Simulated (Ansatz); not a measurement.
# Tl3C: the cost of one run

Program: Ansatz 0.2.0. Level of theory: DFT PBE, scalar-relativistic, plane waves, PAW. These are calculated values, not measurements.

## Step 1: The starting structure

The structure is cubic, space group Pm-3m (No. 221). The conventional cell has a = 4.986 Å, b = 4.986 Å, c = 4.986 Å, α = 90.00°, β = 90.00°, γ = 90.00°. Tl (site symmetry 4/mmm) has 2 C at 2.49 Å as nearest neighbours. Around C (site symmetry m-3m) lie 6 Tl at 2.49 Å.

Coordinates:

```
Tl C
1.0
     4.98554    0.00000    0.00000
     0.00000    4.98554    0.00000
     0.00000    0.00000    4.98554
Tl C
3 1
Direct
  0.50000 0.00000 0.00000
  0.00000 0.50000 0.00000
  0.00000 0.00000 0.50000
  0.00000 0.00000 0.00000
```

A structure generator made this guess: random cell by space group and Wyckoff sites (Pm-3m, No. 221). Lengths come from tabulated atomic sizes and are only a guess.

## Step 2: A first look at the guess

Contents of input.yaml:

```yaml
crystal:
  lattice:
    - [4.98554314, 0.0, 0.0]
    - [0.0, 4.98554314, 0.0]
    - [0.0, 0.0, 4.98554314]
  atoms:
    - { symbol: Tl, position: [0.5, 0.0, 0.0] }
    - { symbol: Tl, position: [0.0, 0.5, 0.0] }
    - { symbol: Tl, position: [0.0, 0.0, 0.5] }
    - { symbol: C, position: [0.0, 0.0, 0.0] }
basis:
  ecutwfc: 420
kpoints:
  mp_grid: { grid: [4, 4, 4] }
hamiltonian:
  xc: pbe
scf:
  occupations: { method: gaussian, width: 0.1 }
  lower_state_search: "off"
output:
  forces: true
  stress: true
  eigenvalues: true
```

Started as:

```console
$ ansatz run input.yaml --threads 1 --pin off --max-ram 2560MiB --backend cpu --events-out ev --progress --plain --runs-dir out
```

Q: Estimate wall time and peak memory on 1 thread of Arm Neoverse V1, shared host.

About 2.2 s, with a peak of 0.33 GiB.
